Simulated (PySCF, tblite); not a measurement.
# C₅H₁₂O₃SSi: geometry, infrared bands and NMR shifts

What infrared bands and NMR shifts should C₅H₁₂O₃SSi (`C[C@@H](C(=O)C[SiH3])S(C)(=O)=O`) show?

The runs use tblite 0.8.0 and PySCF 2.14.0, with density-fitted response routines of our own; the level of theory stands in each step. All values are computed, except where a source is named. Atoms count from 0, in the outputs and in this text.

### Step 1. The molecule as given

22 atoms, charge 0, multiplicity 1; geometry from: force field or distance geometry start.

Bonds of the start (Å): C0–C1 1.50, C1–C2 1.49, C2–O3 1.23, C2–C4 1.48, C4–Si5 1.89, C1–S6 1.77, S6–C7 1.77, S6–O8 1.49, S6–O9 1.51, C0–H10 1.11, C0–H11 1.11, C0–H12 1.13, C1–H13 1.11, C4–H14 1.11, C4–H15 1.12, Si5–H16 1.49, Si5–H17 1.48, Si5–H18 1.46, C7–H19 1.11, C7–H20 1.12, C7–H21 1.12.

### Step 2. Relaxing the molecule with GFN2-xTB

The job: settings as JSON, then the geometry in Å.

```
{"job": {"kind": "relax", "xc": "GFN2-xTB", "basis": "xTB"}, "charge": 0, "multiplicity": 1}
C     -0.875600    -1.949500    -0.676900
C     -0.887500    -0.649600     0.064100
C      0.506700    -0.117500     0.087600
O      0.719600     0.985400    -0.421100
C      1.663000    -0.829500     0.681300
Si     3.120700     0.330000     0.391500
S     -1.977500     0.580600    -0.591100
C     -1.848600     2.119800     0.278800
O     -1.639800     0.791600    -2.024200
O     -3.392500     0.071600    -0.521500
H     -0.701500    -2.768300     0.049300
H     -0.035700    -1.985400    -1.402300
H     -1.847900    -2.134200    -1.214100
H     -1.155900    -0.809700     1.132800
H      1.844100    -1.803500     0.189000
H      1.490700    -1.001900     1.769900
H      2.911400     1.580100     1.183400
H      3.119800     0.623500    -1.056500
H      4.358400    -0.353300     0.736200
H     -2.842900     2.564700     0.486500
H     -1.290900     1.980600     1.238900
H     -1.248500     2.794000    -0.382300
```

Command:

```sh
OMP_NUM_THREADS=1 python probes_run.py task.json out
```

One launch serves the whole session: the jobs run in the order shown.

**Question.** This job is followed by: GFN2-xTB harmonic vibrations, gas phase; GIAO PBE0/pcSseg-1 NMR shielding, non-relativistic, gas phase. Predict these results of the whole session: strongest single infrared mode (GFN2-xTB); zero-point energy (GFN2-xTB); 13C shifts against TMS (PBE0/pcSseg-1); 1H shifts against TMS (PBE0/pcSseg-1, means over atoms taken as alike); 17O shifts against H2O (PBE0/pcSseg-1); 29Si shifts against TMS (PBE0/pcSseg-1); 33S shifts against CS2 (PBE0/pcSseg-1); surface potential, 1st and 99th percentile.

As calculated:

```
                                                              quantity                                   value
                             strongest single infrared mode (GFN2-xTB)                   1254 cm⁻¹, 365 km/mol
                                          zero-point energy (GFN2-xTB)                          100.9 kcal/mol
                                13C shifts against TMS (PBE0/pcSseg-1)       219.9, 76.3, 41.8, 27.2, 10.0 ppm
1H shifts against TMS (PBE0/pcSseg-1, means over atoms taken as alike)  3.86, 3.53, 3.09, 2.91, 2.15, 1.79 ppm
                                17O shifts against H2O (PBE0/pcSseg-1)                 683.9, 219.7, 210.1 ppm
                               29Si shifts against TMS (PBE0/pcSseg-1)                               -81.3 ppm
                                33S shifts against CS2 (PBE0/pcSseg-1)                                 308 ppm
                                 surface potential, 1st and 99th percentile                      -1.53 V and 1.40 V
```

What this shows: The optimisation took 215 steps and gained 1.058 eV; among the close pairs (by a distance rule), C1–S6 changed most, from 1.769 to 1.855 Å. No mode is imaginary among the 60: a minimum at this level. The strongest single mode, at 1254 cm⁻¹, has its largest shares on S6, O9 and O8 (the list is cut at 3 atoms). Unscaled tight-binding wavenumbers are off by several per cent, some by more. Its intensities can rank the bands wrongly. C2 (ketone carbonyl carbon) lies farthest downfield among carbon, at 219.9 ppm; the double bond to the heteroatom, with no lone-pair donor beside it, deshields it most. At PBE0/pcSseg-1: The largest span, 1244 ppm, is at O3, where the paramagnetic term is -752 ppm. At PBE0/pcSseg-1, counted by nearest atom on the grid, the HOMO lies on O3 50 %; C1 12 %, the LUMO on C2 41 %; O3 27 %.
